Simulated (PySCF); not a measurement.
# SbCl₆−: NMR shieldings, part 2 of 2

PySCF 2.14.0. Atoms count from 0. Earlier steps stand in the parts before.

### Step 6. NMR shieldings: PBE/pcSseg-1 Sb:us-x2c-TZVPall-2c in dichloromethane, spin–orbit

Job settings and geometry (Å):

```
{"job": {"xc": "PBE", "basis": {"default": "pcSseg-1", "Sb": "us-x2c-TZVPall-2c"}, "rel": "so", "solvent": "dichloromethane", "kind": "hnmr"}, "charge": -1, "multiplicity": 1}
Sb     0.000740    -0.003150     0.001110
Cl    -0.021660    -0.008780     2.420330
Cl     0.021320     0.013060    -2.418670
Cl     2.419430     0.009430     0.020560
Cl    -2.419590    -0.005060    -0.021780
Cl    -0.006910     2.416280     0.009640
Cl     0.006670    -2.421790    -0.011180
```

Level: PBE/pcSseg-1 Sb:us-x2c-TZVPall-2c GIAO NMR shielding, X2C with spin-orbit coupling, screened-nuclear two-electron part, Gaussian nuclei, IEF-PCM dichloromethane.

Output:

```text
spin-free SCF
coarse grid: 45928 points
cycle   1  E = -9248.1028127059  dE =  1.395e-01  |g| = 7.482e-01  |ddm| = 1.408e+01
cycle   2  E = -9247.7928597307  dE =  3.100e-01  |g| = 1.430e+00  |ddm| = 2.605e+00
cycle   3  E = -9248.2280838184  dE = -4.352e-01  |g| = 1.850e-01  |ddm| = 1.796e+00
cycle   4  E = -9248.2353102543  dE = -7.226e-03  |g| = 5.179e-02  |ddm| = 2.856e-01
cycle   5  E = -9248.2359770196  dE = -6.668e-04  |g| = 8.381e-03  |ddm| = 7.302e-02
cycle   6  E = -9248.2359921694  dE = -1.515e-05  |g| = 1.708e-03  |ddm| = 1.048e-02
cycle   7  E = -9248.2359927131  dE = -5.437e-07  |g| = 1.652e-04  |ddm| = 1.897e-03
final grid: 84520 points
cycle   8  E = -9248.2336894500  dE = -1.302e-06  |g| = 2.112e-03  |ddm| = 2.194e-03
cycle   9  E = -9248.2336893635  dE =  8.649e-08  |g| = 6.316e-04  |ddm| = 1.400e-03
cycle  10  E = -9248.2336891586  dE =  2.049e-07  |g| = 1.044e-03  |ddm| = 2.474e-03
cycle  11  E = -9248.2336894804  dE = -3.218e-07  |g| = 5.455e-05  |ddm| = 1.560e-03
cycle  12  E = -9248.2336894811  dE = -6.694e-10  |g| = 6.799e-06  |ddm| = 7.129e-05
converged SCF energy = -9248.2336894811
two-component SCF
cycle   1  E = -9247.4965478816  dE = -9.247e+03  |FDS-SDF| = 4.862e+01
cycle   2  E = -9249.1802799486  dE = -1.684e+00  |FDS-SDF| = 7.462e-02
cycle   3  E = -9249.1802767265  dE =  3.222e-06  |FDS-SDF| = 1.397e-02
cycle   4  E = -9249.1802538457  dE =  2.288e-05  |FDS-SDF| = 1.408e-02
cycle   5  E = -9249.1802872830  dE = -3.344e-05  |FDS-SDF| = 3.044e-03
cycle   6  E = -9249.1802897882  dE = -2.505e-06  |FDS-SDF| = 3.145e-04
cycle   7  E = -9249.1802898083  dE = -2.006e-08  |FDS-SDF| = 1.685e-05
converged, E = -9249.1802898083

Field gradients (au) and densities at the nuclei (bohr^-3)
atom        Vxx        Vyy        Vzz        centre      nuclear mean
  0 Sb    -0.0302    -0.0431     0.0733     190936.665     189498.848
  1 Cl    -1.3950    -1.3953     2.7904       2817.070       2817.018
  2 Cl    -1.3940    -1.3945     2.7885       2817.069       2817.017
  3 Cl    -1.3946    -1.3950     2.7896       2817.069       2817.018
  4 Cl    -1.3943    -1.3948     2.7891       2817.069       2817.017
  5 Cl    -1.3934    -1.3935     2.7868       2817.068       2817.016
  6 Cl    -1.3963    -1.3963     2.7926       2817.071       2817.019
without picture change
  0 Sb                           0.0779                    395221.002

Core orbital energies (eV)
atom   shell        mean    spread
  0 Sb 1s       -30247.244   0.000
  0 Sb 2s        -4604.496   0.000
  0 Sb 3s         -904.419   0.000
  0 Sb 4s         -150.626   0.000
  0 Sb 5s          -19.156   0.000
  0 Sb 2p1/2     -4307.057   0.000
  0 Sb 2p3/2     -4056.802   0.003
  0 Sb 3p1/2      -783.064   0.000
  0 Sb 3p3/2      -736.762   0.060
  0 Sb 4p1/2      -109.644   0.000
  0 Sb 4p3/2      -101.071   0.006
  0 Sb 3d3/2      -522.633   0.000
  0 Sb 3d5/2      -513.168   0.003
  0 Sb 4d3/2       -36.289   0.000
  0 Sb 4d5/2       -35.059   0.066
  1 Cl 1s        -2748.144   0.000
  1 Cl 2s         -250.716   0.000
  1 Cl 3s          -19.592   0.000
  1 Cl 2p1/2      -190.887   0.000
  1 Cl 2p3/2      -189.238   0.152
  2 Cl 1s        -2748.136   0.000
  2 Cl 2s         -250.708   0.000
  2 Cl 3s          -19.585   0.000
  2 Cl 2p1/2      -190.879   0.000
  2 Cl 2p3/2      -189.230   0.152
  3 Cl 1s        -2748.143   0.000
  3 Cl 2s         -250.716   0.000
  3 Cl 3s          -19.593   0.000
  3 Cl 2p1/2      -190.887   0.000
  3 Cl 2p3/2      -189.237   0.152
  4 Cl 1s        -2748.137   0.000
  4 Cl 2s         -250.709   0.000
  4 Cl 3s          -19.584   0.000
  4 Cl 2p1/2      -190.880   0.000
  4 Cl 2p3/2      -189.230   0.152
  5 Cl 1s        -2748.131   0.000
  5 Cl 2s         -250.703   0.000
  5 Cl 3s          -19.582   0.000
  5 Cl 2p1/2      -190.874   0.000
  5 Cl 2p3/2      -189.225   0.152
  6 Cl 1s        -2748.153   0.000
  6 Cl 2s         -250.724   0.000
  6 Cl 3s          -19.600   0.000
  6 Cl 2p1/2      -190.896   0.000
  6 Cl 2p3/2      -189.246   0.152

Shielding tensors (ppm)
atom      isotropic    diamagn.    paramagn.     s11        s22        s33       span
  0 Sb     4149.08     4851.67     -702.59    4148.57    4149.26    4149.42       0.85
  1 Cl       28.73     1121.97    -1093.24    -436.53    -436.05     958.76    1395.28
  2 Cl       26.17     1121.97    -1095.81    -440.43    -439.69     958.62    1399.05
  3 Cl       28.99     1121.97    -1092.98    -436.08    -435.45     958.51    1394.60
  4 Cl       26.05     1121.97    -1095.92    -440.64    -440.04     958.84    1399.48
  5 Cl       24.32     1121.98    -1097.66    -442.70    -442.46     958.13    1400.82
  6 Cl       30.71     1121.96    -1091.25    -433.46    -433.24     958.82    1392.28
```

Run time: 2.2 min. Hardware: 1 thread of Intel Xeon Platinum 8259CL at 2.50GHz, shared host; peak memory 1.4 GiB.

Key values:

```csv
quantity,value
energy from spin-orbit coupling,-0.9466 Eh
```

### Step 7. NMR shieldings: PBE/pcSseg-1 Sb:us-x2c-TZVPall-2c in dichloromethane, spin-free

Job settings and geometry (Å):

```
{"job": {"xc": "PBE", "basis": {"default": "pcSseg-1", "Sb": "us-x2c-TZVPall-2c"}, "rel": "sf", "solvent": "dichloromethane", "kind": "hnmr"}, "charge": -1, "multiplicity": 1}
Sb     0.000740    -0.003150     0.001110
Cl    -0.021660    -0.008780     2.420330
Cl     0.021320     0.013060    -2.418670
Cl     2.419430     0.009430     0.020560
Cl    -2.419590    -0.005060    -0.021780
Cl    -0.006910     2.416280     0.009640
Cl     0.006670    -2.421790    -0.011180
```

Level: PBE/pcSseg-1 Sb:us-x2c-TZVPall-2c GIAO NMR shielding, spin-free X2C, Gaussian nuclei, IEF-PCM dichloromethane.

Output:

```text
spin-free SCF
coarse grid: 45928 points
cycle   1  E = -9248.1028127059  dE =  1.395e-01  |g| = 7.482e-01  |ddm| = 1.408e+01
cycle   2  E = -9247.7928597307  dE =  3.100e-01  |g| = 1.430e+00  |ddm| = 2.605e+00
cycle   3  E = -9248.2280838184  dE = -4.352e-01  |g| = 1.850e-01  |ddm| = 1.796e+00
cycle   4  E = -9248.2353102543  dE = -7.226e-03  |g| = 5.179e-02  |ddm| = 2.856e-01
cycle   5  E = -9248.2359770196  dE = -6.668e-04  |g| = 8.381e-03  |ddm| = 7.302e-02
cycle   6  E = -9248.2359921694  dE = -1.515e-05  |g| = 1.708e-03  |ddm| = 1.048e-02
cycle   7  E = -9248.2359927131  dE = -5.437e-07  |g| = 1.652e-04  |ddm| = 1.897e-03
final grid: 84520 points
cycle   8  E = -9248.2336894500  dE = -1.302e-06  |g| = 2.112e-03  |ddm| = 2.194e-03
cycle   9  E = -9248.2336893635  dE =  8.649e-08  |g| = 6.316e-04  |ddm| = 1.400e-03
cycle  10  E = -9248.2336891586  dE =  2.049e-07  |g| = 1.044e-03  |ddm| = 2.474e-03
cycle  11  E = -9248.2336894804  dE = -3.218e-07  |g| = 5.455e-05  |ddm| = 1.560e-03
cycle  12  E = -9248.2336894811  dE = -6.694e-10  |g| = 6.799e-06  |ddm| = 7.129e-05
converged SCF energy = -9248.2336894811
check of the scalar solution
cycle   1  E = -9248.2336894811  dE = -9.248e+03  |FDS-SDF| = 4.964e+00
cycle   2  E = -9248.2348920123  dE = -1.203e-03  |FDS-SDF| = 2.771e-03
cycle   3  E = -9248.2348920124  dE = -9.459e-11  |FDS-SDF| = 1.286e-04
cycle   4  E = -9248.2348920105  dE =  1.828e-09  |FDS-SDF| = 1.422e-04
cycle   5  E = -9248.2348920127  dE = -2.176e-09  |FDS-SDF| = 4.304e-05
converged, E = -9248.2348920127

Field gradients (au) and densities at the nuclei (bohr^-3)
atom        Vxx        Vyy        Vzz        centre      nuclear mean
  0 Sb    -0.0301    -0.0429     0.0730     190817.365     189379.548
  1 Cl    -1.3950    -1.3953     2.7902       2817.085       2817.033
  2 Cl    -1.3939    -1.3944     2.7884       2817.084       2817.032
  3 Cl    -1.3945    -1.3949     2.7894       2817.085       2817.033
  4 Cl    -1.3943    -1.3947     2.7890       2817.084       2817.033
  5 Cl    -1.3933    -1.3934     2.7867       2817.083       2817.032
  6 Cl    -1.3962    -1.3963     2.7925       2817.086       2817.034
without picture change
  0 Sb                           0.0776                    395235.669

Core orbital energies (eV)
atom   shell        mean    spread
  0 Sb 1s       -30248.983   0.000
  0 Sb 2s        -4604.831   0.000
  0 Sb 3s         -904.502   0.000
  0 Sb 4s         -150.651   0.000
  0 Sb 5s          -19.161   0.000
  0 Sb 2p        -4137.119   0.005
  0 Sb 3p         -751.663   0.096
  0 Sb 4p         -103.833   0.009
  0 Sb 3d         -516.995   0.006
  0 Sb 4d          -35.566   0.108
  1 Cl 1s        -2748.143   0.000
  1 Cl 2s         -250.716   0.000
  1 Cl 3s          -19.593   0.000
  1 Cl 2p         -189.787   0.239
  2 Cl 1s        -2748.135   0.000
  2 Cl 2s         -250.708   0.000
  2 Cl 3s          -19.586   0.000
  2 Cl 2p         -189.779   0.239
  3 Cl 1s        -2748.142   0.000
  3 Cl 2s         -250.715   0.000
  3 Cl 3s          -19.594   0.000
  3 Cl 2p         -189.786   0.239
  4 Cl 1s        -2748.136   0.000
  4 Cl 2s         -250.709   0.000
  4 Cl 3s          -19.585   0.000
  4 Cl 2p         -189.779   0.239
  5 Cl 1s        -2748.130   0.000
  5 Cl 2s         -250.703   0.000
  5 Cl 3s          -19.583   0.000
  5 Cl 2p         -189.774   0.239
  6 Cl 1s        -2748.151   0.000
  6 Cl 2s         -250.724   0.000
  6 Cl 3s          -19.601   0.000
  6 Cl 2p         -189.795   0.240

Shielding tensors (ppm)
atom      isotropic    diamagn.    paramagn.     s11        s22        s33       span
  0 Sb     2339.25     5270.62    -2931.36    2339.13    2339.26    2339.36       0.23
  1 Cl       11.71     1139.58    -1127.87    -469.90    -469.43     974.47    1444.37
  2 Cl        9.09     1139.59    -1130.50    -473.94    -473.20     974.41    1448.35
  3 Cl       11.99     1139.59    -1127.60    -469.45    -468.81     974.23    1443.68
  4 Cl        8.97     1139.59    -1130.62    -474.16    -473.56     974.63    1448.79
  5 Cl        7.20     1139.60    -1132.40    -476.31    -476.07     973.98    1450.28
  6 Cl       13.74     1139.58    -1125.83    -466.72    -466.50     974.45    1441.17
```

It took 51 s on 1 thread of Intel Xeon Platinum 8259CL at 2.50GHz, shared host; peak memory 1.4 GiB.

### Step 8. Shieldings side by side

```csv
run,Sb0,Cl5,Cl2,Cl4,Cl3,Cl1,Cl6,time
"step 2, PBE/pcSseg-1 Sb:us-x2c-TZVPall-2c, spin–orbit",4181.2,10.1,12.6,12.6,16.4,16.2,19.2,3.2 min
"step 3, PBE/pcSseg-1 Sb:us-x2c-TZVPall-2c, spin-free",2338.3,-8.1,-5.5,-5.6,-1.6,-1.8,1.3,51 s
"step 4, PBE/pcSseg-1 Sb:us-x2c-TZVPall-2c in water, spin–orbit",4142.7,27.2,28.9,28.8,31.5,31.2,33.1,2.2 min
"step 5, PBE/pcSseg-1 Sb:us-x2c-TZVPall-2c in water, spin-free",2339.5,10.3,12.0,11.9,14.7,14.4,16.3,50 s
"step 6, PBE/pcSseg-1 Sb:us-x2c-TZVPall-2c in dichloromethane, spin–orbit",4149.1,24.3,26.2,26.1,29.0,28.7,30.7,2.2 min
"step 7, PBE/pcSseg-1 Sb:us-x2c-TZVPall-2c in dichloromethane, spin-free",2339.3,7.2,9.1,9.0,12.0,11.7,13.7,51 s
```

### Step 9. Summary of results

What follows sums up all 2 parts.

| quantity | value |
| --- | --- |
| energy from spin-orbit coupling (step 2, PBE/pcSseg-1 Sb:us-x2c-TZVPall-2c, spin–orbit) | -0.9466 Eh |
| shieldings (step 2, PBE/pcSseg-1 Sb:us-x2c-TZVPall-2c, spin–orbit) | Sb0 4181.2, Cl1 16.2, Cl2 12.6, Cl3 16.4, Cl4 12.6, Cl5 10.1, Cl6 19.2 ppm |
| shieldings (step 3, PBE/pcSseg-1 Sb:us-x2c-TZVPall-2c, spin-free) | Sb0 2338.3, Cl1 -1.8, Cl2 -5.5, Cl3 -1.6, Cl4 -5.6, Cl5 -8.1, Cl6 1.3 ppm |
| energy from spin-orbit coupling (step 4, PBE/pcSseg-1 Sb:us-x2c-TZVPall-2c in water, spin–orbit) | -0.9466 Eh |
| shieldings (step 4, PBE/pcSseg-1 Sb:us-x2c-TZVPall-2c in water, spin–orbit) | Sb0 4142.7, Cl1 31.2, Cl2 28.9, Cl3 31.5, Cl4 28.8, Cl5 27.2, Cl6 33.1 ppm |
| shieldings (step 5, PBE/pcSseg-1 Sb:us-x2c-TZVPall-2c in water, spin-free) | Sb0 2339.5, Cl1 14.4, Cl2 12.0, Cl3 14.7, Cl4 11.9, Cl5 10.3, Cl6 16.3 ppm |
| energy from spin-orbit coupling (step 6, PBE/pcSseg-1 Sb:us-x2c-TZVPall-2c in dichloromethane, spin–orbit) | -0.9466 Eh |
| shieldings (step 6, PBE/pcSseg-1 Sb:us-x2c-TZVPall-2c in dichloromethane, spin–orbit) | Sb0 4149.1, Cl1 28.7, Cl2 26.2, Cl3 29.0, Cl4 26.1, Cl5 24.3, Cl6 30.7 ppm |
| shieldings (step 7, PBE/pcSseg-1 Sb:us-x2c-TZVPall-2c in dichloromethane, spin-free) | Sb0 2339.3, Cl1 11.7, Cl2 9.1, Cl3 12.0, Cl4 9.0, Cl5 7.2, Cl6 13.7 ppm |

**Reading.** A contracted two-component basis is stiff near heavy nuclei, so the absolute shieldings of the heavy atoms from it are rough. A continuum can't give the shift that close solvent molecules cause at an ion. Sb0 moves most between the runs, by 1843 ppm; the labels say what changes from run to run.
